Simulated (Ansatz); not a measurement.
# C₂H₆ClFHfOSe: how energies converge with the basis set

How large a basis does C₂H₆ClFHfOSe need? Two functionals are run in growing sets.

Computed with Ansatz 0.2.0, Gaussian basis. Level: one geometry, several basis sets.

Levels to be run: PBE0-D4/def2-SVP; ωB97M-V/def2-SVP; PBE0-D4/def2-QZVPP; ωB97M-V/def2-QZVPP; the functionals' def2-TZVPP values are taken from earlier runs.

### Step 1. Structure used throughout

An earlier PBE0-D4 in a triple-zeta def2 set relaxation fixed the geometry. Hf takes the def2 core potential; no spin-orbit term is included.

SMILES `C[O][Hf]([F])([Cl])[Se]C`, 13 atoms, charge 0, spin multiplicity 1.

Atoms are counted from 1 here; the program's logs count them from 0.

Bond lengths: C1–O2 1.393 Å, C1–H8 1.094 Å, C1–H9 1.093 Å, C1–H10 1.094 Å, O2–Hf3 1.885 Å, Hf3–F4 1.905 Å, Hf3–Cl5 2.352 Å, Hf3–Se6 2.568 Å, Se6–C7 1.975 Å, C7–H11 1.089 Å, C7–H12 1.088 Å, C7–H13 1.088 Å. Angles: O2–C1–H8 110.2°, O2–C1–H9 110.1°, O2–C1–H10 110.1°, H8–C1–H9 108.8°, H8–C1–H10 108.9°, H9–C1–H10 108.7°, C1–O2–Hf3 176.6°, O2–Hf3–F4 107.1°, O2–Hf3–Cl5 111.7°, O2–Hf3–Se6 107.9°, F4–Hf3–Cl5 113.6°, F4–Hf3–Se6 107.3°, Cl5–Hf3–Se6 109.0°, Hf3–Se6–C7 94.0°, Se6–C7–H11 111.2°, Se6–C7–H12 106.2°, Se6–C7–H13 110.0°, H11–C7–H12 109.0° and more.

### Step 2. PBE0-D4 in def2-SVP

Contents of in.yaml:

```yaml
crystal:
  periodic: [false, false, false]
  atoms:
    - {symbol: C, position_ang: [1.586907, -0.362164, 1.807025]}
    - {symbol: O, position_ang: [1.239248, 0.182329, 0.572598]}
    - {symbol: Hf, position_ang: [0.679211, 0.965624, -1.048377]}
    - {symbol: F, position_ang: [0.981737, -0.316743, -2.424226]}
    - {symbol: Cl, position_ang: [1.746079, 3.026137, -1.430801]}
    - {symbol: Se, position_ang: [-1.855564, 1.350010, -0.905778]}
    - {symbol: C, position_ang: [-2.280112, -0.573183, -0.764706]}
    - {symbol: H, position_ang: [1.811416, -1.427048, 1.699825]}
    - {symbol: H, position_ang: [2.469354, 0.145082, 2.206384]}
    - {symbol: H, position_ang: [0.762944, -0.243216, 2.516335]}
    - {symbol: H, position_ang: [-1.738886, -1.150767, -1.512098]}
    - {symbol: H, position_ang: [-3.347965, -0.663709, -0.952944]}
    - {symbol: H, position_ang: [-2.054368, -0.932362, 0.236754]}
basis:
  gaussian: {orbitals: def2-SVP}
hamiltonian: {xc: pbe0, dispersion: d4}
output: {orbitals: {seedname: orbitals}}
```

Command:

```
$ ansatz run in.yaml --threads 2 --pin off --events-out ev --progress --plain --max-ram 22528MiB --backend cpu
```

The runs that follow: ωB97M-V in def2-SVP; PBE0-D4 in def2-QZVPP; ωB97M-V in def2-QZVPP.

**Question.** What will the summary of the whole plan be? Wanted: PBE0-D4: double and triple zeta above quadruple; ωB97M-V: double and triple zeta above quadruple.

The runs gave:

| quantity | value |
| --- | --- |
| PBE0-D4: double and triple zeta above quadruple | 23.01, 2.14 eV |
| ωB97M-V: double and triple zeta above quadruple | 23.15, 2.06 eV |

For PBE0-D4 the step from double to triple zeta gains 20.88 eV and the next only 2.14 eV. These are total energies; as a rule much of such shifts cancels in differences, which this series doesn't test.
